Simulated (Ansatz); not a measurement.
A nudged elastic band was laid between two geometries of a periodic cell of 21 atoms, H$_{2}$C$_{18}$O (surface graphene monolayer, adsorbate H2O).

These are results of DFT PBE-D3(BJ), scalar-relativistic, plane waves, PAW in Ansatz 0.2.0, not measurements. Settings: PAW set soft_1, cutoff 420 eV, k mesh 2x2x1, fermi-dirac smearing 0.05 eV, no spin polarisation.

```json
{
  "movable images": "5",
  "climbing image": "yes",
  "spring": "5.0 eV/Å²",
  "optimiser": "quadratic models (default)",
  "start path": "IDPP",
  "force threshold": "0.05 eV/Å",
  "iteration limit": "38",
  "end points": "relaxed"
}
```

Initial state:

```xyz
21
Lattice="7.3980 0.0000 0.0000 -3.6990 6.4069 0.0000 0.0000 0.0000 13.0000" Properties=species:S:1:pos:R:3
C 0.020 -0.006 0.780
C 1.254 0.707 0.782
C -1.206 2.128 0.784
C 0.020 2.835 0.785
C -2.445 4.258 0.780
C -1.206 4.974 0.782
C 2.494 -0.008 0.781
C 3.720 0.700 0.783
C 1.255 2.123 0.785
C 2.494 2.839 0.784
C 0.021 4.266 0.785
C 1.255 4.978 0.784
C 4.954 -0.013 0.784
C 6.192 0.703 0.783
C 3.720 2.131 0.784
C 4.953 2.843 0.783
C 2.494 4.263 0.783
C 3.719 4.971 0.779
O -2.358 5.762 4.070
H -2.442 6.579 3.553
H -1.647 5.280 3.617
```

Final state:

Only the atoms that move by more than 0.05 Å are listed.
```
C6 -1.255 4.968 0.775
O19 -0.773 5.063 4.139
H20 -1.588 5.583 4.058
H21 -0.688 4.639 3.269
```

Problem. What changes between the two ends?

Solution. The atom that moves furthest is O19, by 1.73 Å.

Problem. Give the energies along the band, and the barrier.

Solution. The forces met the threshold. The highest image is number 0 of 0 to 6, 0.000 eV above the ends, which have the same energy within 2 meV. The highest image is an end point: on this band no image between the ends rises above it. Inner images lie up to 0.009 eV below the lower end, so the ends aren't the lowest states on this path. Limits of this set-up: coarse k mesh, slab without dipole correction.

| image | path coordinate (Å) | energy (eV) |
| --- | --- | --- |
| 0 | 0.00 | 0.000 |
| 1 | 0.29 | -0.001 |
| 2 | 1.11 | -0.009 |
| 3 | 1.93 | -0.009 |
| 4 | 2.75 | -0.009 |
| 5 | 3.57 | -0.010 |
| 6 | 4.38 | -0.001 |

The run took 23 min on 1 thread of Arm Neoverse V2, on a shared host, peak memory 1.1 GiB.
